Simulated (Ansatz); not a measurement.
# C₂H₄AlBr: a ladder of functionals and wavefunction methods

How much do the methods differ for C₂H₄AlBr? The plan is to run it at one geometry with functionals of several rungs and with coupled cluster. The yardstick is the atomisation energy at the CCSD(T) limit.

Method: functionals in def2-TZVPP, the program's frozen cores in correlated methods; program: Ansatz 0.2.0, Gaussian basis.

The runs, in order: LDA (SPW92), PBE-D4, revPBE-D4, BLYP-D4, r2SCAN-D4, B97M-V, PBE0-D4, B3LYP-D4, r2SCANh-D4, r2SCAN0-D4, HSE06-D4, BHLYP-D4, CAM-B3LYP-D4, LC-ωPBE, ωB97X-V, ωB97M-V, B2PLYP, PBE-QIDH; CCSD(T)/def2-SVP; CCSD(T)/def2-TZVPP; MP2/def2-QZVPP; extrapolation to the limit; RPA on PBE.

## 1. The geometry

The geometry comes from an earlier relaxation with PBE0-D4 in a triple-zeta def2 set; it is a stationary point, not always the lowest conformer.

8 atoms, charge 0, spin multiplicity 1.

Atoms are counted from 1 here; the program's logs count them from 0.

Bond lengths: Br1–C2 2.066 Å, Br1–Al4 2.533 Å, C2–C3 1.535 Å, C2–Al4 1.897 Å, C2–H5 1.085 Å, C3–Al4 1.932 Å, C3–H6 1.090 Å, C3–H7 1.096 Å, Al4–H8 1.568 Å. Angles: C2–Br1–Al4 47.4°, Br1–C2–C3 103.3°, Br1–C2–Al4 79.3°, Br1–C2–H5 105.5°, C3–C2–Al4 67.6°, C3–C2–H5 124.8°, Al4–C2–H5 163.7°, C2–C3–Al4 65.2°, C2–C3–H6 119.7°, C2–C3–H7 107.9°, Al4–C3–H6 130.8°, Al4–C3–H7 113.0°, H6–C3–H7 110.8°, Br1–Al4–C2 53.3°, Br1–Al4–C3 77.8°, Br1–Al4–H8 122.9°, C2–Al4–C3 47.3°, C2–Al4–H8 149.8° and more.

## 2. LDA

This LDA is Slater exchange with PW92 correlation.

File in.yaml:

```yaml
crystal:
  periodic: [false, false, false]
  atoms:
    - {symbol: Br, position_ang: [-2.017785, 0.639409, -0.042113]}
    - {symbol: C, position_ang: [-0.105000, 0.387131, -0.781240]}
    - {symbol: C, position_ang: [0.763255, 0.362884, 0.484964]}
    - {symbol: Al, position_ang: [-0.314005, -1.217645, 0.209421]}
    - {symbol: H, position_ang: [-0.006994, 1.109615, -1.584680]}
    - {symbol: H, position_ang: [0.675327, 1.166099, 1.216115]}
    - {symbol: H, position_ang: [1.805933, 0.229457, 0.175905]}
    - {symbol: H, position_ang: [-0.708532, -2.733951, 0.265728]}
basis:
  gaussian: {orbitals: def2-TZVPP}
hamiltonian: {xc: lda}
output: {orbitals: {seedname: orbitals}}
```

Started as:

```bash
ansatz run in.yaml --threads 2 --pin off --events-out ev --progress --plain --max-ram 4352MiB
```

After this run come: PBE-D4 (GGA); revPBE-D4 (GGA); BLYP-D4 (GGA); r2SCAN-D4 (meta-GGA); B97M-V (meta-GGA); B3LYP-D4 (hybrid); r2SCANh-D4 (hybrid); r2SCAN0-D4 (hybrid); HSE06-D4 (hybrid); BHLYP-D4 (hybrid); CAM-B3LYP-D4 (range-separated); LC-ωPBE (range-separated); ωB97X-V (range-separated); ωB97M-V (range-separated); B2PLYP (double hybrid); PBE-QIDH (double hybrid); CCSD(T) in def2-SVP; CCSD(T) in def2-TZVPP; MP2 in def2-QZVPP; RPA on PBE orbitals.

Q: Predict the results of all the runs planned. Wanted: atomisation energy, CCSD(T)/CBS; farthest beyond LDA; mean size of error, GGA; mean size of error, meta-GGA; mean size of error, hybrid; mean size of error, range-separated; mean size of error, double hybrid; gap, smallest and largest; T1 diagnostic.

The runs gave:

| quantity | value |
| --- | --- |
| atomisation energy, CCSD(T)/CBS | 2604.4 kJ/mol |
| functionals within 26.0 kJ/mol (1.0 %) | revPBE-D4, r2SCAN-D4, B97M-V, PBE0-D4, B3LYP-D4, r2SCANh-D4, r2SCAN0-D4, HSE06-D4, CAM-B3LYP-D4, LC-ωPBE, ωB97X-V, ωB97M-V, PBE-QIDH |
| farthest beyond LDA | BHLYP-D4 (-97.8 kJ/mol) |
| mean size of error, GGA | 33.8 kJ/mol |
| mean size of error, meta-GGA | 19.9 kJ/mol |
| mean size of error, hybrid | 29.4 kJ/mol |
| mean size of error, range-separated | 11.2 kJ/mol |
| mean size of error, double hybrid | 26.3 kJ/mol |
| gap, smallest and largest | 3.15 eV (LDA (SPW92)), 10.31 eV (LC-ωPBE) |
| T1 diagnostic | 0.0117 |
| triples share of the correlation energy | 4.1 % |

In words: LDA overbinds by 396.6 kJ/mol (15 %). PBE-D4 misses by +57.8 kJ/mol. Double hybrids carry the basis error of their MP2 part in triple zeta, and no dispersion term here, so their miss is partly the set-up's. The rungs range-separated, meta-GGA miss on average by less than the doubt on the reference (26.0 kJ/mol), so they tie. Misses under about 26.0 kJ/mol are within the doubt on the reference itself, which lacks core-valence correlation, relativity and higher excitations, and its outer-core shells are covered unevenly. All levels share the lack of spin-orbit coupling, which lowers the free heavy atoms and so the true binding. Hartree-Fock recovers 71 % of the binding; the rest is correlation. CCSD(T) in def2-SVP is off by -158.7 kJ/mol, worse than the median functional, from the basis alone. The gap grows from 3.1 to 10.3 eV across the functionals, mostly with the share of exact exchange. Correlated methods include outer-core shells of Br, which these sets cover unevenly.
